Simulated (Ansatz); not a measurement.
# Br− with SiNH₅: structure and interaction energy, part 2 of 3

Ansatz 0.2.0, Gaussian basis.

**8. CCSD(T)/def2-TZVPPD**

The inputs:

ab/in.yaml

```yaml
crystal:
  periodic: [false, false, false]
  atoms:
    - {symbol: Br, position_ang: [-0.910410, -1.599216, -2.909541]}
    - {symbol: Si, position_ang: [0.377561, 0.015232, 0.949998]}
    - {symbol: N, position_ang: [-0.077425, 0.684256, -0.550309]}
    - {symbol: H, position_ang: [1.636955, -0.766163, 0.806899]}
    - {symbol: H, position_ang: [0.636551, 1.134821, 1.911834]}
    - {symbol: H, position_ang: [-0.597282, -0.882724, 1.653431]}
    - {symbol: H, position_ang: [-0.795933, 1.392839, -0.543673]}
    - {symbol: H, position_ang: [-0.270017, 0.020854, -1.318740]}
basis:
  gaussian: {orbitals: "def2-TZVPPD.json"}
total_charge: -1
correlation: {method: ccsd_t}
```

a/in.yaml

```yaml
crystal:
  periodic: [false, false, false]
  atoms:
    - {symbol: Br, position_ang: [-0.910410, -1.599216, -2.909541]}
basis:
  gaussian:
    orbitals: "def2-TZVPPD.json"
    ghost_atoms:
      - {symbol: Si, position_ang: [0.377561, 0.015232, 0.949998]}
      - {symbol: N, position_ang: [-0.077425, 0.684256, -0.550309]}
      - {symbol: H, position_ang: [1.636955, -0.766163, 0.806899]}
      - {symbol: H, position_ang: [0.636551, 1.134821, 1.911834]}
      - {symbol: H, position_ang: [-0.597282, -0.882724, 1.653431]}
      - {symbol: H, position_ang: [-0.795933, 1.392839, -0.543673]}
      - {symbol: H, position_ang: [-0.270017, 0.020854, -1.318740]}
total_charge: -1
correlation: {method: ccsd_t}
```

b/in.yaml

```yaml
crystal:
  periodic: [false, false, false]
  atoms:
    - {symbol: Si, position_ang: [0.377561, 0.015232, 0.949998]}
    - {symbol: N, position_ang: [-0.077425, 0.684256, -0.550309]}
    - {symbol: H, position_ang: [1.636955, -0.766163, 0.806899]}
    - {symbol: H, position_ang: [0.636551, 1.134821, 1.911834]}
    - {symbol: H, position_ang: [-0.597282, -0.882724, 1.653431]}
    - {symbol: H, position_ang: [-0.795933, 1.392839, -0.543673]}
    - {symbol: H, position_ang: [-0.270017, 0.020854, -1.318740]}
basis:
  gaussian:
    orbitals: "def2-TZVPPD.json"
    ghost_atoms:
      - {symbol: Br, position_ang: [-0.910410, -1.599216, -2.909541]}
correlation: {method: ccsd_t}
```

Each run has its own folder and the same command.

On the command line:

```console
> ansatz run in.yaml --threads 4 --pin off --events-out ev --progress --plain --max-ram 9574MiB
```

Output in ab (excerpt; [...] marks lines left out):

```text
Functional definition: HF
  name "HF"
  cite "Fock, Z. Phys. 61, 126 (1930) doi:10.1007/BF01340294"
  parent pbe
[...]
1307 factors; integrals over basis functions are off by at most 1.0e-3 eV
[...]
mean field -79425.92847738 eV, -2918.8490347156 hartree, gradient 3.4e-6 eV, S^2 0.000000; 0 other end points of the search recorded, 0 dependent functions left out
15 core orbitals not correlated: weight in the atoms' cores, before any rotation towards them, 1.000 or more for the frozen orbitals, at most 0.000 for the correlated occupied ones
reference -79425.92847738 eV, -2918.8490347156 hartree; 16, 16 occupied and 196, 196 virtual orbitals, 1307 factors
second order -17.61578228 eV of doubles, -0.00000000 eV of singles
cycle   1  -18.06928841 eV  change   -4.5e-1 eV  update   8.1e-2
[...]
cycle   9  -18.55547089 eV  change   -2.6e-5 eV  update   2.7e-5
perturbative correction -0.63321875 eV, -0.0232703599 hartree
Total energy: -79445.11716702 eV, -2919.5542060534 hartree
```

Log of a (excerpt; [...] marks lines left out):

```text
[... 4 set-up lines as earlier in the session ...]
[...]
1308 factors; integrals over basis functions are off by at most 1.0e-3 eV
[...]
mean field -70000.94101077 eV, -2572.4871338037 hartree, gradient 7.7e-6 eV, S^2 0.000000; 0 other end points of the search recorded, 0 dependent functions left out
9 core orbitals not correlated: weight in the atoms' cores, before any rotation towards them, 1.000 or more for the frozen orbitals, at most 0.000 for the correlated occupied ones
reference -70000.94101077 eV, -2572.4871338037 hartree; 9, 9 occupied and 209, 209 virtual orbitals, 1308 factors
second order -7.78778177 eV of doubles, -0.00000000 eV of singles
cycle   1  -7.77426196 eV  change    1.4e-2 eV  update   4.2e-2
[...]
cycle   9  -7.93345478 eV  change   -3.7e-6 eV  update   8.8e-6
perturbative correction -0.25918036 eV, -0.0095247026 hartree
Total energy: -70009.13364591 eV, -2572.7882075921 hartree
```

Output in b (excerpt; [...] marks lines left out):

```text
[... 4 set-up lines as earlier in the session ...]
[...]
1267 factors; integrals over basis functions are off by at most 1.0e-3 eV
[...]
mean field -9424.62929585 eV, -346.3487383792 hartree, gradient 9.2e-7 eV, S^2 0.000000; 0 other end points of the search recorded, 0 dependent functions left out
6 core orbitals not correlated: weight in the atoms' cores, before any rotation towards them, 1.000 or more for the frozen orbitals, at most 0.000 for the correlated occupied ones
reference -9424.62929585 eV, -346.3487383792 hartree; 7, 7 occupied and 214, 214 virtual orbitals, 1267 factors
second order -9.65689563 eV of doubles, -0.00000000 eV of singles
cycle   1  -10.17113065 eV  change   -5.1e-1 eV  update   6.6e-2
[...]
cycle   9  -10.49388616 eV  change   -4.1e-6 eV  update   1.3e-5
perturbative correction -0.34637256 eV, -0.0127289569 hartree
Total energy: -9435.46955457 eV, -346.7471105393 hartree
```

Times: 70 s (ab), 29 s (a), 20 s (b) on 4 threads of Intel Xeon Platinum 8259CL at 2.50GHz, shared host; peak memory 3.7 GiB.

Interaction energy, ab − a − b: -11.85 kcal/mol.

**9. MP2/def2-QZVPPD**

Changes to ab/in.yaml since step 8:

```diff
@@ -12,4 +12,4 @@
 basis:
-  gaussian: {orbitals: "def2-TZVPPD.json"}
+  gaussian: {orbitals: "def2-QZVPPD.json"}
 total_charge: -1
-correlation: {method: ccsd_t}
+correlation: {method: mp2}
```

Changes to a/in.yaml since step 8:

```diff
@@ -6,3 +6,3 @@
   gaussian:
-    orbitals: "def2-TZVPPD.json"
+    orbitals: "def2-QZVPPD.json"
     ghost_atoms:
@@ -16,2 +16,2 @@
 total_charge: -1
-correlation: {method: ccsd_t}
+correlation: {method: mp2}
```

Changes to b/in.yaml since step 8:

```diff
@@ -12,5 +12,5 @@
   gaussian:
-    orbitals: "def2-TZVPPD.json"
+    orbitals: "def2-QZVPPD.json"
     ghost_atoms:
       - {symbol: Br, position_ang: [-0.910410, -1.599216, -2.909541]}
-correlation: {method: ccsd_t}
+correlation: {method: mp2}
```

The same command starts each run, in its folder.

On the command line:

```console
> ansatz run in.yaml --threads 4 --pin off --events-out ev --progress --plain --max-ram 9574MiB
```

Output in ab (excerpt; [...] marks lines left out):

```text
[... 4 set-up lines as earlier in the session ...]
[...]
2373 factors; integrals over basis functions are off by at most 8.9e-4 eV
[...]
mean field -79427.57293789 eV, -2918.9094675248 hartree, gradient 2.3e-6 eV, S^2 0.000000; 0 other end points of the search recorded, 0 dependent functions left out
15 core orbitals not correlated: weight in the atoms' cores, before any rotation towards them, 1.000 or more for the frozen orbitals, at most 0.000 for the correlated occupied ones
reference -79427.57293789 eV, -2918.9094675248 hartree; 16, 16 occupied and 371, 371 virtual orbitals, 2373 factors
second order -26.94360369 eV of doubles, -0.00000000 eV of singles
Total energy: -79454.51654157 eV, -2919.8996266972 hartree
```

Output in a (excerpt; [...] marks lines left out):

```text
[... 4 set-up lines as earlier in the session ...]
[...]
2374 factors; integrals over basis functions are off by at most 8.8e-4 eV
[...]
mean field -70002.26011109 eV, -2572.5356098464 hartree, gradient 5.7e-6 eV, S^2 0.000000; 0 other end points of the search recorded, 0 dependent functions left out
9 core orbitals not correlated: weight in the atoms' cores, before any rotation towards them, 1.000 or more for the frozen orbitals, at most 0.000 for the correlated occupied ones
reference -70002.26011109 eV, -2572.5356098464 hartree; 9, 9 occupied and 384, 384 virtual orbitals, 2374 factors
second order -16.44993785 eV of doubles, -0.00000000 eV of singles
Total energy: -70018.71004894 eV, -2573.1401339122 hartree
```

Log of b (excerpt; [...] marks lines left out):

```text
[... 4 set-up lines as earlier in the session ...]
[...]
2369 factors; integrals over basis functions are off by at most 8.9e-4 eV
[...]
mean field -9424.95329121 eV, -346.3606449892 hartree, gradient 2.0e-6 eV, S^2 0.000000; 0 other end points of the search recorded, 0 dependent functions left out
6 core orbitals not correlated: weight in the atoms' cores, before any rotation towards them, 1.000 or more for the frozen orbitals, at most 0.000 for the correlated occupied ones
reference -9424.95329121 eV, -346.3606449892 hartree; 7, 7 occupied and 389, 389 virtual orbitals, 2369 factors
second order -10.30118704 eV of doubles, -0.00000000 eV of singles
Total energy: -9435.25447825 eV, -346.7392066305 hartree
```

They took 18 s (ab), 12 s (a), 11 s (b) on 4 threads of Intel Xeon Platinum 8259CL at 2.50GHz, shared host; peak memory 1.9 GiB.

Interaction energy, ab − a − b: -12.73 kcal/mol.

**10. Hartree-Fock/STO-3G**

Changes to ab/in.yaml since step 9:

```diff
@@ -12,4 +12,4 @@
 basis:
-  gaussian: {orbitals: "def2-QZVPPD.json"}
+  gaussian: {orbitals: STO-3G}
 total_charge: -1
-correlation: {method: mp2}
+hamiltonian: {xc: hf}
```

Changes to a/in.yaml since step 9:

```diff
@@ -6,3 +6,3 @@
   gaussian:
-    orbitals: "def2-QZVPPD.json"
+    orbitals: STO-3G
     ghost_atoms:
@@ -16,2 +16,2 @@
 total_charge: -1
-correlation: {method: mp2}
+hamiltonian: {xc: hf}
```

Changes to b/in.yaml since step 9:

```diff
@@ -12,5 +12,5 @@
   gaussian:
-    orbitals: "def2-QZVPPD.json"
+    orbitals: STO-3G
     ghost_atoms:
       - {symbol: Br, position_ang: [-0.910410, -1.599216, -2.909541]}
-correlation: {method: mp2}
+hamiltonian: {xc: hf}
```

The same command starts each run, in its folder.

On the command line:

```console
> ansatz run in.yaml --threads 4 --pin off --events-out ev --progress --plain --max-ram 9574MiB
```

Log of ab (excerpt; [...] marks lines left out):

```text
[... 4 set-up lines as earlier in the session ...]
[...]
403 factors; integrals over basis functions are off by at most 2.7e-5 eV
[...]
mean field -78553.81730682 eV, -2886.7995403359 hartree, gradient 7.1e-5 eV, S^2 0.000000; 0 other end points of the search recorded, 0 dependent functions left out
reference -78553.81730682 eV, -2886.7995403359 hartree; 31, 31 occupied and 6, 6 virtual orbitals, 403 factors
Total energy: -78553.81730682 eV, -2886.7995403359 hartree
```

Output in a (excerpt; [...] marks lines left out):

```text
[... 4 set-up lines as earlier in the session ...]
[...]
340 factors; integrals over basis functions are off by at most 2.2e-3 eV
[...]
mean field -69240.54795497 eV, -2544.5432044162 hartree, gradient 9.4e-6 eV, S^2 0.000000; 0 other end points of the search recorded, 0 dependent functions left out
reference -69240.54795497 eV, -2544.5432044162 hartree; 18, 18 occupied and 19, 19 virtual orbitals, 340 factors
Total energy: -69240.54795497 eV, -2544.5432044162 hartree
```

b printed (excerpt; [...] marks lines left out):

```text
[... 4 set-up lines as earlier in the session ...]
[...]
319 factors; integrals over basis functions are off by at most 1.7e-3 eV
[...]
mean field -9312.92286655 eV, -342.2436028198 hartree, gradient 2.7e-5 eV, S^2 0.000000; 0 other end points of the search recorded, 0 dependent functions left out
reference -9312.92286655 eV, -342.2436028198 hartree; 13, 13 occupied and 24, 24 virtual orbitals, 319 factors
Total energy: -9312.92286655 eV, -342.2436028198 hartree
```

Times: 0.15 s (ab), 0.15 s (a), 0.15 s (b) on 4 threads of Intel Xeon Platinum 8259CL at 2.50GHz, shared host.

E(ab) − E(a) − E(b) = -7.99 kcal/mol.

**11. SPW92/def2-SVP**

Changes to ab/in.yaml since step 10:

```diff
@@ -12,4 +12,4 @@
 basis:
-  gaussian: {orbitals: STO-3G}
+  gaussian: {orbitals: def2-SVP}
 total_charge: -1
-hamiltonian: {xc: hf}
+hamiltonian: {xc: lda}
```

Changes to a/in.yaml since step 10:

```diff
@@ -6,3 +6,3 @@
   gaussian:
-    orbitals: STO-3G
+    orbitals: def2-SVP
     ghost_atoms:
@@ -16,2 +16,2 @@
 total_charge: -1
-hamiltonian: {xc: hf}
+hamiltonian: {xc: lda}
```

Changes to b/in.yaml since step 10:

```diff
@@ -12,5 +12,5 @@
   gaussian:
-    orbitals: STO-3G
+    orbitals: def2-SVP
     ghost_atoms:
       - {symbol: Br, position_ang: [-0.910410, -1.599216, -2.909541]}
-hamiltonian: {xc: hf}
+hamiltonian: {xc: lda}
```

One command serves all of them, each in its own folder.

On the command line:

```console
> ansatz run in.yaml --threads 4 --pin off --events-out ev --progress --plain --max-ram 9574MiB
```

Output in ab (excerpt; [...] marks lines left out):

```text
Functional definition: SPW92
  name "SPW92"
  cite "Dirac, Proc. Camb. Phil. Soc. 26, 376 (1930) doi:10.1017/S0305004100016108"
  cite "Slater, Phys. Rev. 81, 385 (1951) doi:10.1103/PhysRev.81.385"
  cite "Perdew & Wang, Phys. Rev. B 45, 13244 (1992) doi:10.1103/PhysRevB.45.13244"
[...]
1003 factors; their error is unknown
[...]
mean field -79343.51098052 eV, -2915.8202475709 hartree, gradient 5.3e-5 eV, S^2 0.000000; 0 other end points of the search recorded, 0 dependent functions left out
reference -79343.51101623 eV, -2915.8202488829 hartree; 31, 31 occupied and 58, 58 virtual orbitals, 1003 factors
Total energy: -79343.51101623 eV, -2915.8202488829 hartree
```

a printed (excerpt; [...] marks lines left out):

```text
[... 5 set-up lines as earlier in the session ...]
[...]
800 factors; their error is unknown
[...]
mean field -69942.26986420 eV, -2570.3310089361 hartree, gradient 6.4e-5 eV, S^2 0.000000; 0 other end points of the search recorded, 0 dependent functions left out
reference -69942.26989764 eV, -2570.3310101649 hartree; 18, 18 occupied and 71, 71 virtual orbitals, 800 factors
Total energy: -69942.26989764 eV, -2570.3310101649 hartree
```

Output in b (excerpt; [...] marks lines left out):

```text
[... 5 set-up lines as earlier in the session ...]
[...]
952 factors; their error is unknown
[...]
mean field -9400.43075595 eV, -345.4594584404 hartree, gradient 5.1e-5 eV, S^2 0.000000; 0 other end points of the search recorded, 0 dependent functions left out
reference -9400.43078838 eV, -345.4594596323 hartree; 13, 13 occupied and 76, 76 virtual orbitals, 952 factors
Total energy: -9400.43078838 eV, -345.4594596323 hartree
```

They took 0.45 s (ab), 0.35 s (a), 0.35 s (b) on 4 threads of Intel Xeon Platinum 8259CL at 2.50GHz, shared host.

E(ab) − E(a) − E(b) = -18.69 kcal/mol.

**12. wB97M-V/def2-SVP**

Each input of step 11 (ab, a, b) changes in the same lines:

```diff
-hamiltonian: {xc: lda}
+hamiltonian: {xc: {name: wB97M-V}}
```

Each run has its own folder and the same command.

On the command line:

```console
> ansatz run in.yaml --threads 4 --pin off --events-out ev --progress --plain --max-ram 9574MiB
```

Output in ab (excerpt; [...] marks lines left out):

```text
[... 5 set-up lines as earlier in the session ...]
  # Of w^i u^j: cxij and so on, Table III.
[...]
  gx(w, u) = 1 - cx + cx01*u + cx10*w
[...]
872 factors; integrals over basis functions are off by at most 1.2e-3 eV
253 factors; integrals over basis functions are off by at most 6.4e-6 eV
[...]
mean field -79480.27273323 eV, -2920.8461492824 hartree, gradient 3.6e-5 eV, S^2 0.000000; 0 other end points of the search recorded, 0 dependent functions left out
reference -79480.27277323 eV, -2920.8461507524 hartree; 31, 31 occupied and 58, 58 virtual orbitals, 872 factors
Total energy: -79480.27277323 eV, -2920.8461507524 hartree
```

Output in a (excerpt; [...] marks lines left out):

```text
[... 5 set-up lines as earlier in the session ...]
  # Of w^i u^j: cxij and so on, Table III.
[...]
  gx(w, u) = 1 - cx + cx01*u + cx10*w
[...]
      + integral(e_c_pw_mod_opposite_spin*gos(b97_w_opposite, b97_u_opposite)) + vv10(b, c)
829 factors; their error is unknown
212 factors; integrals over basis functions are off by at most 1.7e-5 eV
[...]
mean field -70035.58681701 eV, -2573.7603436994 hartree, gradient 2.6e-5 eV, S^2 0.000000; 0 other end points of the search recorded, 0 dependent functions left out
reference -70035.58685616 eV, -2573.7603451382 hartree; 18, 18 occupied and 71, 71 virtual orbitals, 829 factors
Total energy: -70035.58685616 eV, -2573.7603451382 hartree
```

Log of b (excerpt; [...] marks lines left out):

```text
[... 5 set-up lines as earlier in the session ...]
  # Of w^i u^j: cxij and so on, Table III.
[...]
  gx(w, u) = 1 - cx + cx01*u + cx10*w
[...]
      + integral(e_c_pw_mod_opposite_spin*gos(b97_w_opposite, b97_u_opposite)) + vv10(b, c)
952 factors; their error is unknown
236 factors; integrals over basis functions are off by at most 3.8e-5 eV
[...]
mean field -9444.05840446 eV, -347.0627449511 hartree, gradient 3.2e-5 eV, S^2 0.000000; 0 other end points of the search recorded, 0 dependent functions left out
reference -9444.05844326 eV, -347.0627463771 hartree; 13, 13 occupied and 76, 76 virtual orbitals, 952 factors
Total energy: -9444.05844326 eV, -347.0627463771 hartree
```

Wall times: 2.9 s (ab), 2.7 s (a), 1.8 s (b) on 4 threads of Intel Xeon Platinum 8259CL at 2.50GHz, shared host.

E(ab) − E(a) − E(b) = -14.47 kcal/mol.

**13. CCSD(T)/def2-SVP**

The same edit goes into each in.yaml of step 12 (ab, a, b):

```diff
-hamiltonian: {xc: {name: wB97M-V}}
+correlation: {method: ccsd_t}
```

One command serves all of them, each in its own folder.

On the command line:

```console
> ansatz run in.yaml --threads 4 --pin off --events-out ev --progress --plain --max-ram 9574MiB
```

Output in ab (excerpt; [...] marks lines left out):

```text
[... 4 set-up lines as earlier in the session ...]
[...]
872 factors; integrals over basis functions are off by at most 1.2e-3 eV
[...]
mean field -79412.13994735 eV, -2918.3423155833 hartree, gradient 3.6e-6 eV, S^2 0.000000; 0 other end points of the search recorded, 0 dependent functions left out
15 core orbitals not correlated: weight in the atoms' cores, before any rotation towards them, 1.000 or more for the frozen orbitals, at most 0.000 for the correlated occupied ones
reference -79412.13994735 eV, -2918.3423155833 hartree; 16, 16 occupied and 58, 58 virtual orbitals, 872 factors
second order -14.09614293 eV of doubles, -0.00000000 eV of singles
cycle   1  -14.64582594 eV  change   -5.5e-1 eV  update   7.2e-2
[...]
cycle   9  -15.04064777 eV  change   -6.1e-6 eV  update   1.3e-5
perturbative correction -0.29791517 eV, -0.0109481806 hartree
Total energy: -79427.47851029 eV, -2918.9059973746 hartree
```

Log of a (excerpt; [...] marks lines left out):

```text
[... 4 set-up lines as earlier in the session ...]
[...]
746 factors; integrals over basis functions are off by at most 1.3e-3 eV
[...]
mean field -69991.88273703 eV, -2572.1542483839 hartree, gradient 2.2e-6 eV, S^2 0.000000; 0 other end points of the search recorded, 0 dependent functions left out
9 core orbitals not correlated: weight in the atoms' cores, before any rotation towards them, 1.000 or more for the frozen orbitals, at most 0.000 for the correlated occupied ones
reference -69991.88273703 eV, -2572.1542483839 hartree; 9, 9 occupied and 71, 71 virtual orbitals, 746 factors
second order -6.32565052 eV of doubles, -0.00000000 eV of singles
cycle   1  -6.28064618 eV  change    4.5e-2 eV  update   3.0e-2
[...]
cycle   8  -6.37554040 eV  change    2.1e-5 eV  update   1.6e-5
perturbative correction -0.09317792 eV, -0.0034242255 hartree
Total energy: -69998.35145536 eV, -2572.3919693977 hartree
```

Log of b (excerpt; [...] marks lines left out):

```text
[... 4 set-up lines as earlier in the session ...]
[...]
740 factors; integrals over basis functions are off by at most 1.2e-3 eV
[...]
mean field -9419.82255870 eV, -346.1720940473 hartree, gradient 1.8e-6 eV, S^2 0.000000; 0 other end points of the search recorded, 0 dependent functions left out
6 core orbitals not correlated: weight in the atoms' cores, before any rotation towards them, 1.000 or more for the frozen orbitals, at most 0.000 for the correlated occupied ones
reference -9419.82255870 eV, -346.1720940473 hartree; 7, 7 occupied and 76, 76 virtual orbitals, 740 factors
second order -7.66238441 eV of doubles, -0.00000000 eV of singles
cycle   1  -8.29425901 eV  change   -6.3e-1 eV  update   6.3e-2
[...]
cycle   9  -8.59192572 eV  change   -8.3e-7 eV  update   9.7e-6
perturbative correction -0.18864111 eV, -0.0069324329 hartree
Total energy: -9428.60312553 eV, -346.4947739265 hartree
```

Wall times: 2.6 s (ab), 1.2 s (a), 1.1 s (b) on 4 threads of Intel Xeon Platinum 8259CL at 2.50GHz, shared host.

Interaction energy, ab − a − b: -12.08 kcal/mol.

(Part 2 of 3 ends here.)
